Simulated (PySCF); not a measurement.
# C₈H₇F₃: vibronic structure

What do calculations give for the vibronic structure of C₈H₇F₃ (`C=C1C=C(C)C(C(F)(F)F)=C1`)?

Programs: PySCF 2.14.0, with routines of our own; each step states its level. All values are computed. Atoms count from 0.

### 1 The starting structure

18 atoms, charge 0, multiplicity 1; geometry from: GFN2-xTB.

### 2 Vibronic structure: TDDFT B3LYP/6-31G*

The job: settings as JSON, then the geometry in Å.

```
{"job": {"kind": "vib", "xc": "B3LYP", "basis": "6-31G*", "tda": false}, "charge": 0, "multiplicity": 1}
C      3.059744     0.232550    -0.266762
C      1.733807     0.117553    -0.153558
C      0.951462    -1.108953    -0.069727
C     -0.354293    -0.795426     0.039572
C     -1.527693    -1.695976     0.154471
C     -0.456075     0.671130     0.028518
C     -1.742805     1.410062     0.131304
F     -2.594957     1.114156    -0.870811
F     -2.410365     1.137930     1.270822
F     -1.577793     2.741603     0.101936
C      0.770470     1.215338    -0.085641
H      3.541097     1.194446    -0.319337
H      3.696669    -0.634960    -0.309275
H      1.379060    -2.092514    -0.093460
H     -1.213130    -2.736137     0.139764
H     -2.065456    -1.500145     1.082168
H     -2.220444    -1.522111    -0.668933
H      1.021942     2.257770    -0.122710
```

Level: TDDFT B3LYP/6-31G* vertical-gradient vibronic structure (displaced harmonic oscillators, Condon), gas phase.

Command:

```console
> OMP_NUM_THREADS=1 python excited_run.py task.json out
```

This one command runs all jobs of the session in turn.

The program printed:

```text
final grid: 74648 points
cycle   1  E = -608.3512021309  dE =  1.904e+00  |g| = 1.012e+00  |ddm| = 4.545e+00
cycle   2  E = -608.1299228529  dE =  2.213e-01  |g| = 1.559e+00  |ddm| = 1.831e+00
cycle   3  E = -608.5366911916  dE = -4.068e-01  |g| = 1.494e-01  |ddm| = 1.185e+00
cycle   4  E = -608.5406514799  dE = -3.960e-03  |g| = 8.624e-02  |ddm| = 2.489e-01
cycle   5  E = -608.5423928700  dE = -1.741e-03  |g| = 3.191e-02  |ddm| = 1.138e-01
cycle   6  E = -608.5426523999  dE = -2.595e-04  |g| = 7.641e-03  |ddm| = 3.457e-02
cycle   7  E = -608.5426671668  dE = -1.477e-05  |g| = 2.594e-03  |ddm| = 1.005e-02
cycle   8  E = -608.5426688648  dE = -1.698e-06  |g| = 4.069e-04  |ddm| = 3.114e-03
cycle   9  E = -608.5426688968  dE = -3.198e-08  |g| = 1.133e-04  |ddm| = 4.164e-04
cycle  10  E = -608.5426688987  dE = -1.963e-09  |g| = 6.503e-05  |ddm| = 1.597e-04
cycle  11  E = -608.5426688994  dE = -6.712e-10  |g| = 2.147e-05  |ddm| = 6.466e-05
converged SCF energy = -608.5426688994

Singlet excitations (eV, f): 3.348 (0.0080)  5.319 (0.3741)  6.184 (0.0000)  6.556 (0.0003)  6.976 (0.3877)  7.132 (0.0012)

State S1  3.3480 eV  f = 0.00797  H->L 0.98
  relaxed dipole 2.387 D, largest gradient of the excitation energy 0.0882 Eh/bohr
  mode    cm-1        S   lambda/meV  Raman
   39   1590.5    1.4977     295.3   1.000
   34   1337.4    0.6055     100.4   0.286
   14    595.6    1.1192      82.6   0.105
   19    763.3    0.7654      72.4   0.118
   24    957.6    0.6047      71.8   0.146
   41   1676.6    0.2079      43.2   0.154
   17    647.6    0.2999      24.1   0.033
    8    308.1    0.5497      21.0   0.014
   25    991.4    0.1203      14.8   0.031
   40   1647.3    0.0623      12.7   0.045
   33   1277.3    0.0672      10.6   0.029
   26   1015.6    0.0563       7.1   0.015
  reorganisation energy 0.7902 eV, total S 6.477, 0-0 2.5577 eV
  absorption maximum 3.314 eV, width 0.830 eV

State S2  5.3188 eV  f = 0.37408  H-1->L 0.87, H->L+1 0.09
  relaxed dipole 2.608 D, largest gradient of the excitation energy 0.0694 Eh/bohr
  mode    cm-1        S   lambda/meV  Raman
   39   1590.5    0.7249     142.9   1.000
   41   1676.6    0.2987      62.1   0.458
   14    595.6    0.1264       9.3   0.024
    9    354.2    0.1127       4.9   0.008
   32   1210.3    0.0292       4.4   0.023
   31   1167.9    0.0243       3.5   0.018
   38   1471.7    0.0180       3.3   0.021
   17    647.6    0.0356       2.9   0.008
    8    308.1    0.0739       2.8   0.004
   24    957.6    0.0152       1.8   0.008
   11    428.4    0.0184       1.0   0.002
   36   1400.9    0.0052       0.9   0.006
  reorganisation energy 0.2446 eV, total S 1.530, 0-0 5.0742 eV
  absorption maximum 5.274 eV, width 0.426 eV

State S5  6.9764 eV  f = 0.38772  H->L+1 0.51, H-4->L 0.38
  relaxed dipole 3.765 D, largest gradient of the excitation energy 0.0677 Eh/bohr
  mode    cm-1        S   lambda/meV  Raman
   39   1590.5    0.8715     171.9   1.000
   14    595.6    0.4688      34.6   0.075
   32   1210.3    0.1778      26.7   0.118
    8    308.1    0.4053      15.5   0.017
    9    354.2    0.3018      13.3   0.017
   17    647.6    0.1554      12.5   0.030
   41   1676.6    0.0403       8.4   0.051
   38   1471.7    0.0355       6.5   0.035
   29   1057.4    0.0397       5.2   0.020
   31   1167.9    0.0340       4.9   0.021
   11    428.4    0.0886       4.7   0.007
   40   1647.3    0.0192       3.9   0.024
  reorganisation energy 0.3257 eV, total S 2.758, 0-0 6.6507 eV
  absorption maximum 6.851 eV, width 0.506 eV

State T1  2.3045 eV  f = 0.00000  H->L 0.97
  relaxed dipole 2.255 D, largest gradient of the excitation energy 0.0977 Eh/bohr
  mode    cm-1        S   lambda/meV  Raman
   39   1590.5    1.4564     287.2   1.000
   34   1337.4    0.8170     135.5   0.397
   19    763.3    0.6669      63.1   0.105
   14    595.6    0.7526      55.6   0.072
   24    957.6    0.3539      42.0   0.088
   40   1647.3    0.1220      24.9   0.090
    8    308.1    0.5554      21.2   0.014
   17    647.6    0.2518      20.2   0.029
   26   1015.6    0.1065      13.4   0.030
   31   1167.9    0.0709      10.3   0.026
   13    529.8    0.1416       9.3   0.011
   25    991.4    0.0712       8.8   0.019
  reorganisation energy 0.7186 eV, total S 5.754, 0-0 1.5859 eV
  absorption maximum 2.262 eV, width 0.796 eV
```

Run time: 61 s. Hardware: 1 thread of Arm Neoverse V2, shared host; peak memory 0.96 GiB.

### 3 Vibronic structure: TDDFT PBE0/6-31G*

The job, as its differences from that of step 2:

```diff
@@ -1,2 +1,2 @@
-{"job": {"kind": "vib", "xc": "B3LYP", "basis": "6-31G*", "tda": false}, "charge": 0, "multiplicity": 1}
+{"job": {"kind": "vib", "xc": "PBE0", "basis": "6-31G*", "tda": false, "temperature": 10, "nbright": 1, "scf": {"max_cycle": 5}, "maxiter": 30}, "charge": 0, "multiplicity": 1}
 C      3.059744     0.232550    -0.266762
```

Level: TDDFT PBE0/6-31G* vertical-gradient vibronic structure (displaced harmonic oscillators, Condon), gas phase.

The program printed:

```text
final grid: 74648 points
cycle   1  E = -607.7353481264  dE =  1.972e+00  |g| = 9.446e-01  |ddm| = 4.432e+00
cycle   2  E = -607.5827289252  dE =  1.526e-01  |g| = 1.372e+00  |ddm| = 1.580e+00
cycle   3  E = -607.8988696891  dE = -3.161e-01  |g| = 1.253e-01  |ddm| = 1.007e+00
cycle   4  E = -607.9015722731  dE = -2.703e-03  |g| = 7.402e-02  |ddm| = 2.082e-01
cycle   5  E = -607.9028840563  dE = -1.312e-03  |g| = 2.461e-02  |ddm| = 9.272e-02
SCF not converged, last energy = -607.9028840563
```

It took 5.2 s on 1 thread of Arm Neoverse V2, shared host; peak memory 0.7 GiB.

**What went wrong.** The cap of 5 cycles ended the SCF at a gradient of 2.5e-02. The remedy is to raise the cap. Numbers printed on the way are no properties of the molecule.

### 4 Results

```
                                                                                    quantity                               value
S1: vertical, reorganisation, 0-0, total S (step 2, TDDFT B3LYP/6-31G*, modes from GFN2-xTB)            3.35, 0.79, 2.56 eV; 6.5
S2: vertical, reorganisation, 0-0, total S (step 2, TDDFT B3LYP/6-31G*, modes from GFN2-xTB)            5.32, 0.24, 5.07 eV; 1.5
S5: vertical, reorganisation, 0-0, total S (step 2, TDDFT B3LYP/6-31G*, modes from GFN2-xTB)            6.98, 0.33, 6.65 eV; 2.8
                                                                                        runs  1 failed, 0 ended on unsound input
```

**Reading.** The vibronic model keeps the ground-state modes (from xTB) and shifts them along the gradient alone, so it can miss much of the relaxation that a full optimisation finds.
